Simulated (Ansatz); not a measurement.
# C2H7GaN2: a ladder of functionals and wavefunction methods

An exercise on one series of results from a longer session: the logs are not shown, and one member is left open.

Method: functionals in def2-TZVPP, the program's frozen cores in correlated methods; program: Ansatz 0.2.0, Gaussian basis.

Levels to be run: PBE-D4, r2SCAN-D4, PBE0-D4, B3LYP-D4, ωB97X-V, ωB97M-V, B2PLYP; CCSD(T)/def2-TZVPP; MP2/def2-QZVPP; extrapolation to the limit.

## The relaxed structure

An earlier PBE0-D4 in a triple-zeta def2 set relaxation fixed the geometry.

12 atoms, charge 0, spin multiplicity 1.

Atoms are counted from 1 here; the program's logs count them from 0.

Bond lengths: C1–N2 1.432 Å, C1–H6 1.094 Å, C1–H7 1.094 Å, C1–H8 1.096 Å, N2–C3 1.307 Å, N2–Ga5 2.035 Å, C3–N4 1.317 Å, C3–H9 1.095 Å, N4–Ga5 2.014 Å, N4–H10 1.004 Å, Ga5–H11 1.567 Å, Ga5–H12 1.567 Å. Angles: N2–C1–H6 111.1°, N2–C1–H7 111.1°, N2–C1–H8 111.2°, H6–C1–H7 107.5°, H6–C1–H8 107.9°, H7–C1–H8 107.9°, C1–N2–C3 123.8°, C1–N2–Ga5 146.0°, C3–N2–Ga5 90.2°, N2–C3–N4 113.4°, N2–C3–H9 122.5°, N4–C3–H9 124.1°, C3–N4–Ga5 90.8°, C3–N4–H10 120.0°, Ga5–N4–H10 149.1°, N2–Ga5–N4 65.6°, N2–Ga5–H11 112.5°, N2–Ga5–H12 112.4° and more.

As a file:

```mol
C2H7GaN2
  3D, bonds by distance, orders not assigned

 12 12  0  0  0  0  0  0  0  0999 V2000
   -0.9418    0.5837    1.4156 C   0  0
   -0.1873    0.0632    0.3155 N   0  0
    0.2211    0.7865   -0.6943 C   0  0
    0.8965    0.0980   -1.5911 N   0  0
    0.6719   -1.5863   -0.5105 Ga  0  0
   -1.9138    0.0873    1.4958 H   0  0
   -0.4141    0.4304    2.3619 H   0  0
   -1.1209    1.6586    1.3000 H   0  0
    0.0145    1.8588   -0.7724 H   0  0
    1.2570    0.5553   -2.4089 H   0  0
    1.9792   -2.0183    0.2376 H   0  0
   -0.3851   -2.5723   -1.1152 H   0  0
  1  2  8  0
  1  6  8  0
  1  7  8  0
  1  8  8  0
  2  3  8  0
  2  5  8  0
  3  4  8  0
  3  9  8  0
  4  5  8  0
  4 10  8  0
  5 11  8  0
  5 12  8  0
M  END
```

The first run:

File in.yaml:

```yaml
crystal:
  periodic: [false, false, false]
  atoms:
    - {symbol: C, position_ang: [-0.941826, 0.583749, 1.415580]}
    - {symbol: N, position_ang: [-0.187285, 0.063239, 0.315459]}
    - {symbol: C, position_ang: [0.221066, 0.786518, -0.694272]}
    - {symbol: N, position_ang: [0.896456, 0.097980, -1.591066]}
    - {symbol: Ga, position_ang: [0.671908, -1.586326, -0.510525]}
    - {symbol: H, position_ang: [-1.913823, 0.087298, 1.495835]}
    - {symbol: H, position_ang: [-0.414062, 0.430372, 2.361855]}
    - {symbol: H, position_ang: [-1.120943, 1.658564, 1.299986]}
    - {symbol: H, position_ang: [0.014495, 1.858834, -0.772390]}
    - {symbol: H, position_ang: [1.256963, 0.555317, -2.408882]}
    - {symbol: H, position_ang: [1.979201, -2.018341, 0.237588]}
    - {symbol: H, position_ang: [-0.385149, -2.572302, -1.115168]}
basis:
  gaussian: {orbitals: def2-TZVPP}
hamiltonian: {xc: pbe, dispersion: d4}
output: {forces: true, orbitals: {seedname: orbitals}}
```

The run is started by

```
ansatz run in.yaml --threads 4 --pin off --events-out ev --progress --plain --max-ram 10444MiB
```

Among the steps run: PBE-D4 (GGA); r2SCAN-D4 (meta-GGA); PBE0-D4 (hybrid); B3LYP-D4 (hybrid); ωB97X-V (range-separated); ωB97M-V (range-separated); B2PLYP (double hybrid); CCSD(T) in def2-TZVPP; MP2 in def2-QZVPP.

One table of the session follows, with a row left open; its other results are not shown here.

It belongs to the step «Atomisation energies». 

| method | atomisation energy (kJ/mol) |
| --- | --- |
| PBE-D4 | 4408.3 |
| r2SCAN-D4 | 4300.4 |
| PBE0-D4 | 4314.7 |
| B3LYP-D4 | 4305.2 |
| ωB97X-V | 4321.2 |
| ωB97M-V | ? |
| B2PLYP | 4255.0 |
| HF/def2-TZVPP | 2974.2 |
| MP2/def2-TZVPP | 4242.4 |
| CCSD/def2-TZVPP | 4109.1 |
| CCSD(T)/def2-TZVPP | 4184.3 |
| MP2/CBS | 4351.7 |
| CCSD(T)/CBS | 4293.6 |

**Question.** Estimate the row for ωB97M-V.

As computed: atomisation energy (kJ/mol): 4306.1. In the column «atomisation energy (kJ/mol)» it lies between B3LYP-D4 (4305.2) and PBE0-D4 (4314.7).

Caveats from the session: Free atoms (2 C, 2 N, 1 Ga, 7 H) were run apart at each level; the atomisation energy is their sum less the molecule, without zero-point or spin-orbit terms.
